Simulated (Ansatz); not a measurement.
# CeCuSi: the cost of one run

Program: Ansatz 0.2.0 (molecular dynamics, LDA, plane waves PAW). Host: Arm Neoverse N1, 56 cores, 56 hardware threads, 90 GiB; it was booked for these runs alone, one at a time. Each run is timed once from launch to exit, start-up included.

### Step 1. What is computed

The cell holds 6 atoms in 123 Å³.

### Step 2. Baseline

input.yaml reads:

```yaml
crystal:
  lattice:
    - [4.173105, 0.000000, 0.000000]
    - [-2.086552, 3.614015, 0.000000]
    - [0.000000, 0.000000, 8.139418]
  atoms:
    - { symbol: Ce, position: [0.000000, 0.000000, 0.500000], spin: -0.9 }
    - { symbol: Ce, position: [0.000000, 0.000000, 0.000000], spin: -0.9 }
    - { symbol: Si, position: [0.666667, 0.333333, 0.250000] }
    - { symbol: Si, position: [0.333333, 0.666667, 0.750000] }
    - { symbol: Cu, position: [0.333333, 0.666667, 0.250000] }
    - { symbol: Cu, position: [0.666667, 0.333333, 0.750000] }
kpoints:
  mp_grid: { grid: [5, 5, 3] }
basis: { precision: f64 }
hamiltonian:
  xc: lda
magnetization: { spin_polarized: true }
scf:
  occupations: { method: methfessel_paxton, width: 0.2 }
  convergence: { dr2_threshold: 1.0e-6 }
md: { ensemble: nvt_langevin, temperature: 1200, timestep: 1.0, n_steps: 30, initial_velocities: maxwell_boltzmann, seed: 1 }
```

On the command line:

```sh
taskset -c 8-63 ansatz run input.yaml --backend cpu --max-ram 64GiB --events-out ev --progress --plain --runs-dir out
```

What time and memory should one allow on 56 threads of Arm Neoverse N1, host not shared?

About 82 s, with a peak of 2.2 GiB.
